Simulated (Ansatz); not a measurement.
# CH4Cl3In: the cost of one run

All numbers below are computed with Ansatz 0.2.0 (RKS PBE0-D4/def2-SVP).

### Step 1. The starting structure

Bond lengths: In1–Cl2 2.848 Å, In1–Cl3 2.300 Å, In1–Cl4 2.298 Å, In1–C6 2.540 Å, C6–H7 1.090 Å, C6–H8 1.091 Å, C6–H9 1.092 Å. Angles: Cl2–In1–Cl3 115.0°, Cl2–In1–Cl4 115.0°, Cl2–In1–C6 71.2°, Cl3–In1–Cl4 120.9°, Cl3–In1–C6 112.6°, Cl4–In1–C6 111.7°, In1–C6–H7 155.5°, In1–C6–H8 89.0°, In1–C6–H9 83.6°, H7–C6–H8 107.3°, H7–C6–H9 106.5°, H8–C6–H9 110.8°.

Coordinates:

```xyz
9

In   -0.7333   -0.3718   -1.0769
Cl    1.2788    1.5956   -1.5170
Cl   -0.2490   -2.4588   -1.9123
Cl   -2.8890    0.4254   -1.0728
H     0.8913    0.7627   -0.0152
C     0.4471    0.0982    1.1228
H     1.2423    0.4884    1.7588
H    -0.5003    0.4511    1.5335
H     0.5121   -0.9907    1.1791
```

### Step 2. A restrained relaxation towards end A

Springs on the bonds that form and break draw the guess towards this end; the thresholds are loose.

The input, input.yaml:

```yaml
crystal:
  periodic: [false, false, false]
  atoms:
    - { symbol: In, position_ang: [-0.7333, -0.3718, -1.0769] }
    - { symbol: Cl, position_ang: [1.2788, 1.5956, -1.517] }
    - { symbol: Cl, position_ang: [-0.249, -2.4588, -1.9123] }
    - { symbol: Cl, position_ang: [-2.889, 0.4254, -1.0728] }
    - { symbol: H, position_ang: [0.8913, 0.7627, -0.0152] }
    - { symbol: C, position_ang: [0.4471, 0.0982, 1.1228] }
    - { symbol: H, position_ang: [1.2423, 0.4884, 1.7588] }
    - { symbol: H, position_ang: [-0.5003, 0.4511, 1.5335] }
    - { symbol: H, position_ang: [0.5121, -0.9907, 1.1791] }
basis:
  gaussian: { orbitals: def2-SVP }
hamiltonian:
  xc: pbe0
  dispersion: d4
relax:
  f_tol: 0.15
  max_steps: 25
  restrain:
    - { distance: [0, 5], at: 3.48, k: 30.0 }
    - { distance: [4, 1], at: 2.63, k: 30.0 }
    - { distance: [0, 1], at: 2.44, k: 30.0 }
    - { distance: [4, 5], at: 1.07, k: 30.0 }
output:
  orbitals: {}
```

On the command line:

```sh
ansatz run input.yaml --threads 2 --pin off --max-ram 3072MiB --backend cpu --events-out ev --progress --plain --runs-dir out
```

**Question.** How long does this run take on 2 threads of Arm Neoverse V2, shared host, and how much memory does it need?

About 30 s, with a peak of 0.3 GiB.
